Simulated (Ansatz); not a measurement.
# F3GaH2S (Ga(H2S)F3): the cost of one run

Computed with Ansatz 0.2.0, Gaussian basis. Level: the settings change from run to run.

## 1. The relaxed structure

The geometry comes from an earlier relaxation with PBE-D4/def2-SVP; it is a stationary point, not always the lowest conformer.

7 atoms, charge 0, spin multiplicity 1.

Atoms are counted from 1 here; the program's logs count them from 0.

Bond lengths: Ga1–S2 2.546 Å, Ga1–F5 1.764 Å, Ga1–F6 1.770 Å, Ga1–F7 1.764 Å, S2–H3 1.366 Å, S2–H4 1.366 Å. Angles: S2–Ga1–F5 100.5°, S2–Ga1–F6 95.1°, S2–Ga1–F7 100.3°, F5–Ga1–F6 117.0°, F5–Ga1–F7 119.3°, F6–Ga1–F7 117.0°, Ga1–S2–H3 91.0°, Ga1–S2–H4 91.2°, H3–S2–H4 91.8°.

## 2. LC-wPBE/ANO-RCC-VTZP

This run has charge -1, multiplicity 2, atoms shaken by 0.03 Å.

Input file in.yaml:

```yaml
crystal:
  periodic: [false, false, false]
  atoms:
    - {symbol: Ga, position_ang: [0.166072, -0.234031, -0.963448]}
    - {symbol: S, position_ang: [0.166097, -0.220743, 1.561183]}
    - {symbol: H, position_ang: [0.490385, 1.115380, 1.622525]}
    - {symbol: H, position_ang: [-1.175961, 0.015018, 1.716504]}
    - {symbol: F, position_ang: [1.859279, -0.209219, -1.305069]}
    - {symbol: F, position_ang: [-0.777469, 1.309390, -1.159600]}
    - {symbol: F, position_ang: [-0.725493, -1.697844, -1.331377]}
basis:
  gaussian: {orbitals: ANO-RCC-VTZP}
total_charge: -1
magnetization: {spin_polarized: true, initial_magnetization: 1}
hamiltonian: {xc: {name: LC-wPBE}}
scf: {omitted_lower_state_checks: [starts]}
output: {forces: true}
```

Command:

```sh
$ ansatz run in.yaml --threads 4 --pin off --events-out ev --progress --plain --max-ram 3916MiB
```

Q: Estimate wall time and peak memory on 4 threads of Arm Neoverse V2, shared host.

About 31 s, with a peak of 1 GiB.
